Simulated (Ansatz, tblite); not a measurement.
# The cluster Mg₄S₄−: a ladder of methods and basis sets

How do method and basis change the picture of the cluster Mg₄S₄− (doublet)?

Program: Ansatz 0.2.0, Gaussian basis. Level of theory: as each input shows. These are calculated values, not measurements.

The runs, in order: GFN1-xTB, GFN2-xTB, PBE-D4/def2-TZVPD, r2SCAN-D4/def2-TZVPD, BHLYP-D4/def2-TZVPD, HF/def2-TZVPD, MP2/def2-SVPD, RPA/def2-SVPD.

7 further runs of the same task are left out: 4 that didn't finish, 3 set aside as unsound or not needed. Runs told in other sessions of the task aren't counted.

## Step 1: The relaxed structure

The geometry is that of the doublet, from an earlier relaxation (r2SCAN-D4/def2-SVPD). At that level it is the lowest of the isomers that a small search found.

8 atoms, charge -1, spin multiplicity 2.

Bond lengths: Mg1–S5 2.373 Å, Mg1–S7 2.709 Å, Mg1–S8 2.373 Å, Mg2–S6 2.471 Å, Mg2–S7 2.470 Å, Mg3–S5 2.339 Å, Mg3–S6 2.478 Å, Mg3–S7 2.526 Å, Mg4–S6 2.478 Å, Mg4–S7 2.526 Å, Mg4–S8 2.339 Å. Angles: S5–Mg1–S7 96.7°, S5–Mg1–S8 136.7°, S7–Mg1–S8 96.7°, S6–Mg2–S7 89.9°, S5–Mg3–S6 144.3°, S5–Mg3–S7 102.7°, S6–Mg3–S7 88.5°, S6–Mg4–S7 88.5°, S6–Mg4–S8 144.3°, S7–Mg4–S8 102.7°, Mg1–S5–Mg3 76.2°, Mg2–S6–Mg3 78.1°, Mg2–S6–Mg4 78.1°, Mg3–S6–Mg4 74.3°, Mg1–S7–Mg2 135.5°, Mg1–S7–Mg3 67.4°, Mg1–S7–Mg4 67.4°, Mg2–S7–Mg3 77.2° and more.

As a file:

```xyz
8

Mg    1.64592    1.25459   -0.06756
Mg   -1.12504   -2.60014    0.60536
Mg   -0.20521   -0.48163   -1.48805
Mg   -0.77432    0.41574    1.30968
S     1.34655    1.00765   -2.40831
S    -2.35803   -0.64696   -0.27228
S     0.96215   -1.27908    0.60579
S     0.50799    2.32983    1.71538
```

The ion is computed in the gas phase, without counter-ions or solvent.

PBE0-D4/def2-TZVPD was run before; its log isn't repeated, and its numbers join the tables.

## Step 2: GFN1-xTB

Tight binding, by tblite at 300 K electronic temperature and without a spin-polarisation term:

```python
tblite.interface.Calculator('GFN1-xTB', numbers, positions, charge=-1, uhf=1).singlepoint()
```

Energy -490.5570 eV; 0.007 s.

## Step 3: GFN2-xTB

Tight binding, by tblite at 300 K electronic temperature and without a spin-polarisation term:

```python
tblite.interface.Calculator('GFN2-xTB', numbers, positions, charge=-1, uhf=1).singlepoint()
```

Energy -425.7276 eV; 0.021 s.

## Step 4: PBE-D4/def2-TZVPD

start.molden holds the orbitals of an earlier run on this state, given as this run's starting guess.

Contents of in.yaml:

```yaml
crystal:
  periodic: [false, false, false]
  atoms:
    - {symbol: Mg, position_ang: [1.645918, 1.254586, -0.067560]}
    - {symbol: Mg, position_ang: [-1.125042, -2.600138, 0.605356]}
    - {symbol: Mg, position_ang: [-0.205209, -0.481627, -1.488045]}
    - {symbol: Mg, position_ang: [-0.774323, 0.415736, 1.309681]}
    - {symbol: S, position_ang: [1.346550, 1.007647, -2.408311]}
    - {symbol: S, position_ang: [-2.358026, -0.646957, -0.272282]}
    - {symbol: S, position_ang: [0.962149, -1.279081, 0.605794]}
    - {symbol: S, position_ang: [0.507993, 2.329834, 1.715377]}
basis:
  gaussian: {orbitals: def2-TZVPD, initial_orbitals: start.molden}
total_charge: -1
magnetization: {spin_polarized: true, initial_magnetization: 1}
hamiltonian: {xc: pbe, dispersion: d4}
scf: {omitted_lower_state_checks: [starts]}
output: {forces: true, orbitals: {seedname: orbitals}}
```

Started as:

```sh
$ ansatz run in.yaml --threads 4 --pin off --events-out ev --progress --plain --max-ram 4787MiB
```

After this run come: r2SCAN-D4/def2-TZVPD; BHLYP-D4/def2-TZVPD; HF/def2-TZVPD; MP2/def2-SVPD; RPA/def2-SVPD.

**Question.** What will the summary of the whole plan be? Wanted: gap in def2-TZVPD, named functionals and Hartree-Fock, smallest and largest; correlation energy, MP2/def2-SVPD; ⟨S²⟩ in def2-TZVPD, named functionals and Hartree-Fock, smallest and largest.

**Answer**, as computed:

| quantity | value |
| --- | --- |
| gap in def2-TZVPD, named functionals and Hartree-Fock, smallest and largest | 0.95 eV (PBE-D4), 6.26 eV (HF) |
| correlation energy, MP2/def2-SVPD | -19.13 eV |
| ⟨S²⟩ in def2-TZVPD, named functionals and Hartree-Fock, smallest and largest | 0.751, 0.752 |

In words: Orbital gaps of the named functionals and Hartree-Fock in def2-TZVPD span 0.95 eV (PBE-D4) to 6.26 eV (HF); exact exchange widens it.
